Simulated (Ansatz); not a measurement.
The system is Ba2Tl5V3O12.

```
Ba V Tl O
1.0
     8.15421    0.00000    0.00000
    -4.07711    7.06176    0.00000
     0.00000    0.00000    6.92128
Ba V Tl O
2 3 5 12
Direct
  0.00000 0.00000 0.23552
  0.00000 0.00000 0.76448
  0.50000 0.00000 0.00000
  0.00000 0.50000 0.00000
  0.50000 0.50000 0.00000
  0.50000 0.00000 0.50000
  0.00000 0.50000 0.50000
  0.50000 0.50000 0.50000
  0.33333 0.66667 0.22489
  0.66667 0.33333 0.77511
  0.33890 0.34334 0.81444
  0.65666 0.99556 0.81444
  0.00444 0.66110 0.81444
  0.34334 0.33890 0.18556
  0.99556 0.65666 0.18556
  0.66110 0.00444 0.18556
  0.66110 0.65666 0.18556
  0.34334 0.00444 0.18556
  0.99556 0.33890 0.18556
  0.65666 0.66110 0.81444
  0.00444 0.34334 0.81444
  0.33890 0.99556 0.81444
```

The cell was built by a generator and needn't be a form met in nature.

```yaml
Program: Ansatz 0.2.0
Task: relaxation of cell and atoms
Functional: revPBE
Potentials_or_basis: Ansatz PAW
Cutoff: "420 eV (not typed: the program's choice for these potentials)"
k_mesh: 3 × 3 × 3
Occupations: fermi-dirac, width 0.05 eV
Spin: collinear spin, ferromagnetic start
Starting_moments: "[0.0, 0.0, 2.0, 2.0, 2.0, 0.0, 0.0, 0.0, 0.0, 0.0, 0.0, 0.0, 0.0, 0.0, 0.0, 0.0, 0.0, 0.0, 0.0, 0.0, 0.0, 0.0] μB"
```

At the start: volume 18.12 Å³/atom.

**Question.** How do energy, volume and symmetry change on relaxing?

**Answer.** It ends after 8 steps and the volume is 18.88 Å³/atom (+4.2 %); space group P-3m1 (No. 164, to 0.05 Å); moment 0.00 μB per cell.

The path:
| step | energy change (eV) | largest force (eV/Å) | volume (Å³) |
| --- | --- | --- | --- |
| 1 | 0.0000 | 0.1121 | 398.55 |
| 2 | -0.0362 | 0.4797 | 414.23 |
| 3 | -0.0576 | 0.0989 | 414.02 |
| 4 | -0.0630 | 0.0157 | 414.05 |
| 5 | -0.0631 | 0.0044 | 414.04 |
| 6 | -0.1036 | 0.0055 | 414.04 |
| 7 | -0.1015 | 0.0024 | 415.45 |
| 8 | -0.1049 | 0.0024 | 415.45 |

Final structure:
```cif
data_structure
_symmetry_space_group_name_H-M 'P 1'
_symmetry_Int_Tables_number 1
_cell_length_a 8.2483
_cell_length_b 8.2483
_cell_length_c 7.0511
_cell_angle_alpha 90.000
_cell_angle_beta 90.000
_cell_angle_gamma 120.000
_cell_volume 415.45
loop_
_atom_site_label
_atom_site_type_symbol
_atom_site_fract_x
_atom_site_fract_y
_atom_site_fract_z
_atom_site_occupancy
Ba1 Ba 0.00000 0.00000 0.23305 1
Ba2 Ba 0.00000 0.00000 0.76695 1
V1 V 0.50000 0.00000 0.00000 1
V2 V 0.00000 0.50000 0.00000 1
V3 V 0.50000 0.50000 0.00000 1
Tl1 Tl 0.50000 0.00000 0.50000 1
Tl2 Tl 0.00000 0.50000 0.50000 1
Tl3 Tl 0.50000 0.50000 0.50000 1
Tl4 Tl 0.33333 0.66667 0.22279 1
Tl5 Tl 0.66667 0.33333 0.77721 1
O1 O 0.34036 0.34410 0.81736 1
O2 O 0.65590 0.99626 0.81736 1
O3 O 0.00374 0.65964 0.81736 1
O4 O 0.34410 0.34036 0.18264 1
O5 O 0.99626 0.65590 0.18264 1
O6 O 0.65964 0.00374 0.18264 1
O7 O 0.65964 0.65590 0.18264 1
O8 O 0.34410 0.00374 0.18264 1
O9 O 0.99626 0.34036 0.18264 1
O10 O 0.65590 0.65964 0.81736 1
O11 O 0.00374 0.34410 0.81736 1
O12 O 0.34036 0.99626 0.81736 1
```

Caveat: the plane-wave basis is chosen anew once the cell has moved, so the energies of steps on either side of that aren't comparable; the pressure holds a Pulay correction of +0.3 GPa for the finite cutoff; the PAW data sets come from PBE, with cores solved anew for the run's functional, which leaves a small shift of forces and pressure; the starting moments weren't kept.
